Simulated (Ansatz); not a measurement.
Predict the output of the script below (Ansatz 0.2.0, Python API).

`camg2_push.py`:
```python
"""Energy and force of CaMg2 as one atom is pushed off its site."""

from dataclasses import dataclass
import warnings

import ansatz
import numpy as np


@dataclass
class RunConfig:
    xc: str = "LDA"
    kmesh: tuple[int, ...] = (4, 4, 4)
    filling: str = "fermi_dirac"
    width_ev: float = 0.1
    beta: float = 0.3


cfg = RunConfig()

warnings.simplefilter("ignore", ansatz.DeckWarning)

lattice = ansatz.Lattice.of(
    (6.004554, 0.0, 0.0),
    (-3.002277, 5.200096, 0.0),
    (0.0, 0.0, 5.534802),
)
sites = [
    ("Ca", (1 / 3, 2 / 3, 0.5)),
    ("Ca", (2 / 3, 1 / 3, 0.5)),
    ("Mg", (0.691541, 0.0, 0.0)),
    ("Mg", (0.0, 0.691541, 0.0)),
    ("Mg", (0.308459, 0.308459, 0.0)),
    ("Mg", (0.0, 0.0, 0.5)),
]
camg2 = ansatz.Crystal(lattice=lattice)
for symbol, position in sites:
    camg2 = camg2.atom(symbol, position)

inverse = np.linalg.inv(np.array(camg2.lattice.vectors))
home = np.array(camg2.sites[1].position)
values = np.linspace(-0.1, 0.1, 5)
energies, pulls = [], []
for shift in values:
    moved = camg2.move(1, to=home + shift * inverse[1])
    job = (
        moved.calculation()
        .functional(cfg.xc)
        .accuracy("medium")  # preset for grids and thresholds
        .kpoints(*cfg.kmesh)  # the mesh must be finer for metals
        .occupations(cfg.filling, width=cfg.width_ev)
        .mixing("broyden", beta=cfg.beta)
        .forces()  # eV per angstrom
    )
    summary = job.run(threads=1).report
    energies.append(summary["free_energy_ev"])
    pulls.append(summary["forces_ev_ang"][1][1])

# the force is minus the slope of the free energy
print("shift (A)   dE (eV)   force along y (eV/A)")
for shift, e, f in zip(values, energies, pulls):
    print(f"{shift:8.3f} {e - energies[2]:10.5f} {f:12.4f}")
print(f"stiffness from energies {2 * np.polyfit(values, energies, 2)[0]:.3f}, from forces {-np.polyfit(values, pulls, 1)[0]:.3f} eV/A^2")
```

```console
$ python camg2_push.py
shift (A)   dE (eV)   force along y (eV/A)
  -0.100    0.01551       0.3116
  -0.050    0.00386       0.1548
   0.000    0.00000      -0.0000
   0.050    0.00384      -0.1533
   0.100    0.01531      -0.3057
stiffness from energies 3.083, from forces 3.085 eV/A^2
```

The curvature of the energy gives 3.083 eV/Å² and the slope of the force 3.085 eV/Å², a positive curvature.

What to keep in mind:
- These settings explore the input space; cutoff and mesh may be short of convergence.
- For a metal this k-point mesh is coarse: on a finer one energies can move by several to tens of meV an atom and pressures by half a GPa or more, differences at one mesh by less.
- In a metal a curvature from energy changes of a few meV or less hangs on mesh and smearing, in size and even in sign.
- This cell is a computed structure, which may not be the phase found in nature.
- All periodic images of the atom move with it, so the curvature is one diagonal element of the zone-centre force constants and no normal mode; a positive value doesn't exclude soft modes in which several atoms move.
- Finished in 62 s on 1 thread of Arm Neoverse V1, on a shared host, peak memory 0.46 GiB.
